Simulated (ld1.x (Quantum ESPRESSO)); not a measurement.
**Pseudopotential generation for germanium: TM, PBE**

Aim: build the potential from the settings below, then test how well it stands in for the atom: other configurations, scattering, ghost states and the plane-wave cutoff that it needs.

Program: ld1.x (Quantum ESPRESSO) 7.5. Reference atom: PBE, scalar-relativistic, spherical and spin-unpolarised. All values are calculated.

**1. The design**

Typed settings, in words:

```
element                 : germanium (Ge, Z = 32)
type                    : norm-conserving Troullier–Martins (Kleinman–Bylander form)
frozen core             : [Ar] 3d10
valence charge          : 4
reference configuration : 4s2 4p2
partial waves           : 4s (bound): rc 1.55 bohr; 4p (bound): rc 2.25 bohr
local potential         : the p channel
core correction         : Bessel-smoothed model core inside 1.35 bohr
```

The nodes and maxima of the atom's own shells, from an earlier all-electron run, set the scale for the radii.

All-electron outer shells of the reference configuration (PBE, scalar-relativistic, ld1.x):

| shell | level (eV) | outermost node (bohr) | outermost maximum (bohr) |
| --- | --- | --- | --- |
| 3p | -115.62 | 0.23 | 0.54 |
| 3d | -29.31 | – | 0.50 |
| 4s | -11.73 | 0.77 | 1.75 |
| 4p | -3.90 | 0.82 | 2.22 |

**2. Generating the potential**

The input, Ge.in:

```
 &input
   title='Ge', zed=32., rel=1, dft='PBE', iswitch=3,
   config='[Ar] 3d10 4s2 4p2',
   nld=2, rlderiv=2.45, eminld=-3.0, emaxld=5.0, deld=0.02
 /
 &inputp
   pseudotype=2, tm=.true., lloc=1,
   nlcc=.true., new_core_ps=.true., rcore=1.35,
   file_pseudopw='Ge.UPF', file_wfcaegen='ae.wfc', file_wfcncgen='nc.wfc', file_beta='beta', file_chi='chi'
 /
2
4S  1  0   2.00   0.00  1.55  1.55  0.0
4P  2  1   2.00   0.00  2.25  2.25  0.0
 &test
   configts(1)='4s2 4p2'
 /
```

Launch:

```
$ ld1.x < Ge.in > Ge.out
```

The output, Ge.out (without the banner and most projector matrices):

```text
     Program LD1 v.7.5
     --------------------------- All-electron run ----------------------------

     Ge
     scalar relativistic calculation

     atomic number is 32.00
     dft =PBE   lsd =0 sic =0 latt =0  beta=0.20 tr2=1.0E-14
     Exchange-correlation= PBE
                           (   1   4   3   4   0   0   0)
     mesh =1207 r(mesh) = 100.41023 a.u. xmin = -7.00 dx = 0.01250
     1 Ry =  13.60569312 eV, c = 137.03599908

     n l     nl                  e(Ry)          e(Ha)          e(eV)
     1 0     1S 1( 2.00)      -805.6314      -402.8157    -10961.1741
     2 0     2S 1( 2.00)      -100.8250       -50.4125     -1371.7939
     2 1     2P 1( 6.00)       -88.1036       -44.0518     -1198.7111
     3 0     3S 1( 2.00)       -12.3839        -6.1919      -168.4909
     3 1     3P 1( 6.00)        -8.4979        -4.2490      -115.6205
     3 2     3D 1(10.00)        -2.1543        -1.0772       -29.3109
     4 0     4S 1( 2.00)        -0.8622        -0.4311       -11.7311
     4 1     4P 1( 2.00)        -0.2863        -0.1431        -3.8953

     final scf error:  3.0E-15 reached in  36 iterations

     Etot =   -4197.669992 Ry,   -2098.834996 Ha,  -57112.209742 eV

     Ekin =    4273.695468 Ry,    2136.847734 Ha,   58146.589038 eV
     Encl =  -10116.689522 Ry,   -5058.344761 Ha, -137644.573051 eV
     Eh   =    1804.321722 Ry,     902.160861 Ha,   24549.047641 eV
     Exc  =    -158.997660 Ry,     -79.498830 Ha,   -2163.273369 eV

     normalization and overlap integrals

     s(1S/1S) =  1.000000  <r> =   0.0470  <r2> =    0.0030  r(max) =   0.0309
     s(2S/2S) =  1.000000  <r> =   0.2100  <r2> =    0.0520  r(max) =   0.1754
     s(2P/2P) =  1.000000  <r> =   0.1837  <r2> =    0.0414  r(max) =   0.1418
     s(3S/3S) =  1.000000  <r> =   0.6242  <r2> =    0.4495  r(max) =   0.5402
     s(3P/3P) =  1.000000  <r> =   0.6470  <r2> =    0.4929  r(max) =   0.5402
     s(3D/3D) =  1.000000  <r> =   0.7365  <r2> =    0.6969  r(max) =   0.5012
     s(4S/4S) =  1.000000  <r> =   2.1162  <r2> =    5.1841  r(max) =   1.7494
     s(4P/4P) =  1.000000  <r> =   2.8993  <r2> =   10.0650  r(max) =   2.2184

     ------------------------ End of All-electron run ------------------------

     --------------------- Generating NC pseudopotential ---------------------

      Generating local pot.: lloc=1, matching radius rcloc =   2.2500

      Computing core charge for nlcc:

       r > 1.36 : true rho core
      Core charge pseudized with two Bessel functions
      Integrated core pseudo-charge :   9.16

      Wfc   4S  rcut= 1.544  Using Troullier-Martins method

     ------------------- End of pseudopotential generation -------------------

     [... the all-electron block is printed once more ...]


     Computing logarithmic derivative in   2.43643
     Computing logarithmic derivative in   2.43643
     Computing the partial wave expansion
     R is outside the sphere for l=    0 j= 0.00
       no projector for channel:   1

     ---------------------- Testing the pseudopotential ----------------------

     Ge
     scalar relativistic calculation

     atomic number is 32.00   valence charge is  4.00
     dft =PBE   lsd =0 sic =0 latt =0  beta=0.20 tr2=1.0E-14
     mesh =1207 r(mesh) = 100.41023 xmin = -7.00 dx = 0.01250

     n l     nl             e AE (Ry)        e PS (Ry)    De AE-PS (Ry)
     1 0     4S   1( 2.00)       -0.86222       -0.86223        0.00000
     2 1     4P   1( 2.00)       -0.28630       -0.28630        0.00000

     eps = 7.3E-15  iter =  7

     Etot =   -4197.669992 Ry,   -2098.834996 Ha,  -57112.209742 eV
     Etotps =   -23.442958 Ry,     -11.721479 Ha,    -318.957694 eV

     Ekin =       2.582890 Ry,       1.291445 Ha,      35.142004 eV
     Encl =     -13.544806 Ry,      -6.772403 Ha,    -184.286478 eV
     Ehrt =       5.818335 Ry,       2.909167 Ha,      79.162474 eV
     Ecxc =     -18.291888 Ry,      -9.145944 Ha,    -248.873811 eV
     (Ecc =     -15.739597 Ry,      -7.869798 Ha,    -214.148127 eV)
     Epseu=      -0.007488 Ry,      -0.003744 Ha,      -0.101883 eV

     ---------------------- End of pseudopotential test ----------------------
```

Wall time 1.3 s (1 thread, shared host). (Generation and the later configuration tests together.)

All-electron and pseudo partial waves u(r) = r·R(r), from the program's wave files:

```
r (bohr)    4s AE   4s PS
   0.113   0.1867  0.0231
   0.225   0.0690  0.0478
   0.338  -0.2244  0.0765
   0.450  -0.3456  0.1107
   0.563  -0.2946  0.1534
   0.675  -0.1483  0.2059
   0.788   0.0329  0.2706
   0.900   0.2093  0.3462
   1.013   0.3661  0.4310
   1.125   0.4935  0.5176
   1.238   0.5931  0.5991
   1.350   0.6653  0.6660
   1.463   0.7145  0.7145
   1.575   0.7437  0.7437
   1.688   0.7569  0.7569
   1.800   0.7568  0.7568
   1.913   0.7462  0.7462
   2.025   0.7277  0.7277
   2.138   0.7029  0.7029
   2.250   0.6739  0.6739
   2.363   0.6416  0.6416
   2.475   0.6078  0.6078
   2.588   0.5727  0.5727
   2.700   0.5376  0.5376
   2.813   0.5026  0.5026
   2.925   0.4686  0.4686
```

**3. Transferability test**

The input, Ge.test.in:

```
 &input
   title='Ge', zed=32., rel=1, dft='PBE', iswitch=2,
   config='[Ar] 3d10 4s2 4p2'
 /
 &test
   file_pseudo='Ge.UPF', nconf=8,
   configts(1)='4s2 4p2',
   configts(2)='4s2 4p1',
   configts(3)='4s2 4p0',
   configts(4)='4s1 4p0',
   configts(5)='4s2 4p1.5',
   configts(6)='4s1 4p2',
   configts(7)='4s0 4p4',
   configts(8)='4s1 4p3'
 /
```

Launch:

```
$ ld1.x < Ge.test.in > Ge.test.out
```

Ge.test.out, the pseudopotential blocks:

```text
     ---------------------- Testing the pseudopotential ----------------------

     Ge
     scalar relativistic calculation

     atomic number is 32.00   valence charge is  4.00
     dft =PBE   lsd =0 sic =0 latt =0  beta=0.20 tr2=1.0E-14
     mesh =1207 r(mesh) = 100.41023 xmin = -7.00 dx = 0.01250

     n l     nl             e AE (Ry)        e PS (Ry)    De AE-PS (Ry)
     1 0     4S   1( 2.00)       -0.86222       -0.86223        0.00000
     2 1     4P   1( 2.00)       -0.28630       -0.28630        0.00000

     eps = 9.1E-15  iter =  7

     Etot =   -4197.669992 Ry,   -2098.834996 Ha,  -57112.209742 eV
     Etotps =   -23.442958 Ry,     -11.721479 Ha,    -318.957695 eV

     Ekin =       2.582890 Ry,       1.291445 Ha,      35.142003 eV
     Encl =     -13.544806 Ry,      -6.772403 Ha,    -184.286478 eV
     Ehrt =       5.818335 Ry,       2.909167 Ha,      79.162474 eV
     Ecxc =     -18.291888 Ry,      -9.145944 Ha,    -248.873811 eV
     (Ecc =     -15.739597 Ry,      -7.869798 Ha,    -214.148127 eV)
     Epseu=      -0.007488 Ry,      -0.003744 Ha,      -0.101883 eV

     ---------------------- End of pseudopotential test ----------------------

     ---------------------- Testing the pseudopotential ----------------------

     Ge
     scalar relativistic calculation

     atomic number is 32.00   valence charge is  4.00
     dft =PBE   lsd =0 sic =0 latt =0  beta=0.20 tr2=1.0E-14
     mesh =1207 r(mesh) = 100.41023 xmin = -7.00 dx = 0.01250

     n l     nl             e AE (Ry)        e PS (Ry)    De AE-PS (Ry)
     1 0     4S   1( 2.00)       -1.45956       -1.46166        0.00209
     2 1     4P   1( 1.00)       -0.82628       -0.82754        0.00126

     eps = 3.9E-15  iter =  9

     Etot =   -4197.122869 Ry,   -2098.561434 Ha,  -57104.765750 eV
     Etotps =   -22.895350 Ry,     -11.447675 Ha,    -311.507100 eV
     dEtot_ae =       0.547123 Ry
     dEtot_ps =       0.547609 Ry,   Delta E=      -0.000485 Ry

     Ekin =       2.163085 Ry,       1.081543 Ha,      29.430271 eV
     Encl =     -10.896853 Ry,      -5.448427 Ha,    -148.259243 eV
     Ehrt =       3.689181 Ry,       1.844590 Ha,      50.193860 eV
     Ecxc =     -17.842118 Ry,      -8.921059 Ha,    -242.754388 eV
     (Ecc =     -15.739597 Ry,      -7.869798 Ha,    -214.148127 eV)
     Epseu=      -0.008643 Ry,      -0.004322 Ha,      -0.117599 eV

     ---------------------- End of pseudopotential test ----------------------

     ---------------------- Testing the pseudopotential ----------------------

     Ge
     scalar relativistic calculation

     atomic number is 32.00   valence charge is  4.00
     dft =PBE   lsd =0 sic =0 latt =0  beta=0.20 tr2=1.0E-14
     mesh =1207 r(mesh) = 100.41023 xmin = -7.00 dx = 0.01250

     n l     nl             e AE (Ry)        e PS (Ry)    De AE-PS (Ry)
     1 0     4S   1( 2.00)       -2.14976       -2.15923        0.00947  !
     2 1     4P   1( 0.00)       -1.45571       -1.46285        0.00714  !

     eps = 2.5E-17  iter =  6

     Etot =   -4195.988126 Ry,   -2097.994063 Ha,  -57089.326796 eV
     Etotps =   -21.756828 Ry,     -10.878414 Ha,    -296.016723 eV
     dEtot_ae =       1.681865 Ry
     dEtot_ps =       1.686130 Ry,   Delta E=      -0.004265 Ry

     Ekin =       1.436460 Ry,       0.718230 Ha,      19.544027 eV
     Encl =      -7.739961 Ry,      -3.869980 Ha,    -105.307534 eV
     Ehrt =       1.851031 Ry,       0.925516 Ha,      25.184563 eV
     Ecxc =     -17.293784 Ry,      -8.646892 Ha,    -235.293917 eV
     (Ecc =     -15.739597 Ry,      -7.869798 Ha,    -214.148127 eV)
     Epseu=      -0.010574 Ry,      -0.005287 Ha,      -0.143862 eV

     ---------------------- End of pseudopotential test ----------------------

     ---------------------- Testing the pseudopotential ----------------------

     Ge
     scalar relativistic calculation

     atomic number is 32.00   valence charge is  4.00
     dft =PBE   lsd =0 sic =0 latt =0  beta=0.20 tr2=1.0E-14
     mesh =1207 r(mesh) = 100.41023 xmin = -7.00 dx = 0.01250

     n l     nl             e AE (Ry)        e PS (Ry)    De AE-PS (Ry)
     1 0     4S   1( 1.00)       -2.97339       -2.99959        0.02620  !
     2 1     4P   1( 0.00)       -2.20993       -2.23270        0.02277  !

     eps = 7.7E-15  iter =  4

     Etot =   -4193.431031 Ry,   -2096.715516 Ha,  -57054.535744 eV
     Etotps =   -19.182033 Ry,      -9.591017 Ha,    -260.984861 eV
     dEtot_ae =       4.238961 Ry
     dEtot_ps =       4.260925 Ry,   Delta E=      -0.021964 Ry

     Ekin =       0.819871 Ry,       0.409935 Ha,      11.154911 eV
     Encl =      -3.954808 Ry,      -1.977404 Ha,     -53.807900 eV
     Ehrt =       0.485157 Ry,       0.242579 Ha,       6.600903 eV
     Ecxc =     -16.525143 Ry,      -8.262572 Ha,    -224.836030 eV
     (Ecc =     -15.739597 Ry,      -7.869798 Ha,    -214.148127 eV)
     Epseu=      -0.007111 Ry,      -0.003555 Ha,      -0.096745 eV

     ---------------------- End of pseudopotential test ----------------------

     ---------------------- Testing the pseudopotential ----------------------

     Ge
     scalar relativistic calculation

     atomic number is 32.00   valence charge is  4.00
     dft =PBE   lsd =0 sic =0 latt =0  beta=0.20 tr2=1.0E-14
     mesh =1207 r(mesh) = 100.41023 xmin = -7.00 dx = 0.01250

     n l     nl             e AE (Ry)        e PS (Ry)    De AE-PS (Ry)
     1 0     4S   1( 2.00)       -1.14653       -1.14715        0.00062
     2 1     4P   1( 1.50)       -0.54268       -0.54298        0.00030

     eps = 2.5E-15  iter =  6

     Etot =   -4197.464058 Ry,   -2098.732029 Ha,  -57109.407861 eV
     Etotps =   -23.236937 Ry,     -11.618468 Ha,    -316.154627 eV
     dEtot_ae =       0.205934 Ry
     dEtot_ps =       0.206022 Ry,   Delta E=      -0.000087 Ry

     Ekin =       2.411647 Ry,       1.205824 Ha,      32.812135 eV
     Encl =     -12.297466 Ry,      -6.148733 Ha,    -167.315553 eV
     Ehrt =       4.739172 Ry,       2.369586 Ha,      64.479717 eV
     Ecxc =     -18.082315 Ry,      -9.041157 Ha,    -246.022427 eV
     (Ecc =     -15.739597 Ry,      -7.869798 Ha,    -214.148127 eV)
     Epseu=      -0.007974 Ry,      -0.003987 Ha,      -0.108498 eV

     ---------------------- End of pseudopotential test ----------------------

     ---------------------- Testing the pseudopotential ----------------------

     Ge
     scalar relativistic calculation

     atomic number is 32.00   valence charge is  4.00
     dft =PBE   lsd =0 sic =0 latt =0  beta=0.20 tr2=1.0E-14
     mesh =1207 r(mesh) = 100.41023 xmin = -7.00 dx = 0.01250

     n l     nl             e AE (Ry)        e PS (Ry)    De AE-PS (Ry)
     1 0     4S   1( 1.00)       -1.53157       -1.53596        0.00439
     2 1     4P   1( 2.00)       -0.88375       -0.88606        0.00231

     eps = 2.2E-16  iter =  7

     Etot =   -4196.482228 Ry,   -2098.241114 Ha,  -57096.049396 eV
     Etotps =   -22.253174 Ry,     -11.126587 Ha,    -302.769861 eV
     dEtot_ae =       1.187763 Ry
     dEtot_ps =       1.189784 Ry,   Delta E=      -0.002020 Ry

     Ekin =       2.501109 Ry,       1.250555 Ha,      34.029323 eV
     Encl =     -10.548487 Ry,      -5.274243 Ha,    -143.519472 eV
     Ehrt =       3.485455 Ry,       1.742727 Ha,      47.422024 eV
     Ecxc =     -17.686532 Ry,      -8.843266 Ha,    -240.637533 eV
     (Ecc =     -15.739597 Ry,      -7.869798 Ha,    -214.148127 eV)
     Epseu=      -0.004719 Ry,      -0.002359 Ha,      -0.064204 eV

     ---------------------- End of pseudopotential test ----------------------

     ---------------------- Testing the pseudopotential ----------------------

     Ge
     scalar relativistic calculation

     atomic number is 32.00   valence charge is  4.00
     dft =PBE   lsd =0 sic =0 latt =0  beta=0.20 tr2=1.0E-14
     mesh =1207 r(mesh) = 100.41023 xmin = -7.00 dx = 0.01250

     n l     nl             e AE (Ry)        e PS (Ry)    De AE-PS (Ry)
     1 0     4S   1( 0.00)       -0.99555       -0.99875        0.00320
     2 1     4P   1( 4.00)       -0.38263       -0.38330        0.00067

     eps = 7.8E-15  iter = 10

     Etot =   -4196.479660 Ry,   -2098.239830 Ha,  -57096.014458 eV
     Etotps =   -22.249757 Ry,     -11.124879 Ha,    -302.723371 eV
     dEtot_ae =       1.190331 Ry
     dEtot_ps =       1.193201 Ry,   Delta E=      -0.002869 Ry

     Ekin =       3.242384 Ry,       1.621192 Ha,      44.114883 eV
     Encl =     -12.864520 Ry,      -6.432260 Ha,    -175.030710 eV
     Ehrt =       5.389064 Ry,       2.694532 Ha,      73.321953 eV
     Ecxc =     -18.016686 Ry,      -9.008343 Ha,    -245.129497 eV
     (Ecc =     -15.739597 Ry,      -7.869798 Ha,    -214.148127 eV)

     ---------------------- End of pseudopotential test ----------------------

     ---------------------- Testing the pseudopotential ----------------------

     Ge
     scalar relativistic calculation

     atomic number is 32.00   valence charge is  4.00
     dft =PBE   lsd =0 sic =0 latt =0  beta=0.20 tr2=1.0E-14
     mesh =1207 r(mesh) = 100.41023 xmin = -7.00 dx = 0.01250

     n l     nl             e AE (Ry)        e PS (Ry)    De AE-PS (Ry)
     1 0     4S   1( 1.00)       -0.93246       -0.93428        0.00183
     2 1     4P   1( 3.00)       -0.33685       -0.33723        0.00038

     eps = 9.4E-15  iter = 14

     Etot =   -4197.084042 Ry,   -2098.542021 Ha,  -57104.237489 eV
     Etotps =   -22.856201 Ry,     -11.428100 Ha,    -310.974452 eV
     dEtot_ae =       0.585950 Ry
     dEtot_ps =       0.586758 Ry,   Delta E=      -0.000808 Ry

     Ekin =       2.897246 Ry,       1.448623 Ha,      39.419041 eV
     Encl =     -13.182923 Ry,      -6.591461 Ha,    -179.362804 eV
     Ehrt =       5.579326 Ry,       2.789663 Ha,      75.910603 eV
     Ecxc =     -18.145711 Ry,      -9.072856 Ha,    -246.884980 eV
     (Ecc =     -15.739597 Ry,      -7.869798 Ha,    -214.148127 eV)
     Epseu=      -0.004139 Ry,      -0.002069 Ha,      -0.056313 eV

     ---------------------- End of pseudopotential test ----------------------
```

Excitation and ionisation energies from 4s2 4p2, with the error of the potential.

```tsv
valence configuration	charge	ΔE all-electron (eV)	error AE − PS (meV)
4s2 4p1	+1	7.444	-6.6
4s2 4p0	+2	22.883	-58
4s1 4p0	+3	57.674	-299
4s2 4p1.5	+0.5	2.802	-1.2
4s1 4p2	+1	16.160	-27
4s0 4p4	0	16.195	-39
4s1 4p3	0	7.972	-11
```

**4. Logarithmic derivatives**

Taken from the files of the generation run. The phase is arctan(r·u′/u) with u = r·R, unwrapped, with energies in Ry. A pole is an energy at which the radial function vanishes at the test radius. The pseudo phase is shifted by a multiple of π to meet the all-electron one at the reference energy. Levels narrower than the energy grid can be missing from the poles. The last column is the largest difference on the grid between −1 and +1 Ry.

```tsv
channel	radius (bohr)	reference (Ry)	poles AE	poles PS	window around the reference with phases within 0.05 rad (Ry)	largest difference near zero (rad)
s	2.44	-0.86	0.39	0.41	below 2.7	0.006
p	2.44	-0.29	1.61	1.56	below 3.4	0.004
```

Phases (rad) along the scan:

| E (Ry) | s AE | s PS | p AE | p PS |
| --- | --- | --- | --- | --- |
| -3.00 | 1.250 | 1.251 | 1.295 | 1.294 |
| -2.52 | 1.185 | 1.186 | 1.259 | 1.258 |
| -2.04 | 1.062 | 1.064 | 1.206 | 1.205 |
| -1.56 | 0.743 | 0.745 | 1.118 | 1.116 |
| -1.08 | -0.340 | -0.339 | 0.940 | 0.939 |
| -0.60 | -1.202 | -1.201 | 0.460 | 0.459 |
| -0.12 | -1.453 | -1.451 | -0.623 | -0.623 |
| 0.36 | -1.566 | -1.563 | -1.210 | -1.212 |
| 0.84 | -1.638 | -1.632 | -1.421 | -1.425 |
| 1.32 | -1.696 | -1.686 | -1.527 | -1.533 |
| 1.80 | -1.753 | -1.737 | -1.596 | -1.605 |
| 2.28 | -1.821 | -1.792 | -1.651 | -1.664 |
| 2.76 | -1.916 | -1.862 | -1.702 | -1.723 |
| 3.24 | -2.078 | -1.964 | -1.758 | -1.796 |
| 3.72 | -2.430 | -2.135 | -1.831 | -1.905 |
| 4.20 | -3.231 | -2.483 | -1.942 | -2.121 |
| 4.68 | -3.980 | -3.182 | -2.154 | -2.727 |

**5. Cutoff and ghost test in a Bessel basis**

A separate test, outside the generator: the pseudo-atom's Hamiltonian at the reference potential is diagonalised in spherical Bessel functions j_l(qr) that vanish at 20 bohr, with q² up to the cutoff.

All-electron valence levels (Ry): 4s -0.8622, 4p -0.2863. The lowest levels of each channel (Ry) by cutoff; the last column sums, over occupied levels, occupation times the distance from the level at 400 Ry. A positive value at high cutoff is not a bound level.

| cutoff (Ry) | s #1 | s #2 | p #1 | d #1 | f #1 | Σ f·Δε (mRy) |
| --- | --- | --- | --- | --- | --- | --- |
| 8 | -68.3531 | -0.7967 | -0.2828 | 0.0535 | 0.1080 | 138.0 |
| 12 | -105.2325 | -0.8486 | -0.2844 | 0.0535 | 0.1080 | 31.1 |
| 15 | -116.2633 | -0.8548 | -0.2857 | 0.0535 | 0.1080 | 15.9 |
| 21 | -122.5855 | -0.8565 | -0.2862 | 0.0535 | 0.1080 | 11.7 |
| 25 | -123.1955 | -0.8571 | -0.2862 | 0.0535 | 0.1080 | 10.3 |
| 30 | -128.2572 | -0.8591 | -0.2862 | 0.0535 | 0.1080 | 6.4 |
| 35 | -137.0289 | -0.8609 | -0.2863 | 0.0535 | 0.1080 | 2.8 |
| 40 | -144.3338 | -0.8617 | -0.2863 | 0.0535 | 0.1080 | 1.0 |
| 50 | -147.6215 | -0.8620 | -0.2863 | 0.0535 | 0.1080 | 0.5 |
| 400 | -150.9341 | -0.8622 | -0.2863 | 0.0535 | 0.1080 | 0.0 |

The sum stays within 10 mRy from 30 Ry and within 1 mRy from 40 Ry. The sum leaves out empty levels, which can need more. Ghost test: ghost state, bound below the all-electron valence or empty levels of the same l: s at -2053.6 eV.

**6. Outcome**

| quantity | value |
| --- | --- |
| cutoffs for 10 and 1 mRy, occupied levels | 30 Ry and 40 Ry |
| bound ghosts | s at -2053.56 eV |
| largest test error (AE − PS) | -299 meV, for 4s1 4p0 |
| largest phase difference near zero energy, channels read | 0.006 rad |

It has a bound ghost (s), a state that the atom doesn't have, and that rules the file out. By total energies transferability is poor: the largest error is 299 meV on 57.7 eV, for 4s1 4p0. That test lies far up in energy; among those under 40 eV, nearer to bonding, the largest error is 58 meV. By its cutoff, 30 Ry for the looser tolerance, it is soft on the atom at that tolerance. The slowest occupied level is 4s: taken alone it needs 40 Ry to come within 1 mRy, against 15 Ry for 4p. Near zero energy the phases of the channels with partial waves agree within 0.006 rad. These are tests on the free atom; a crystal test is still owed.
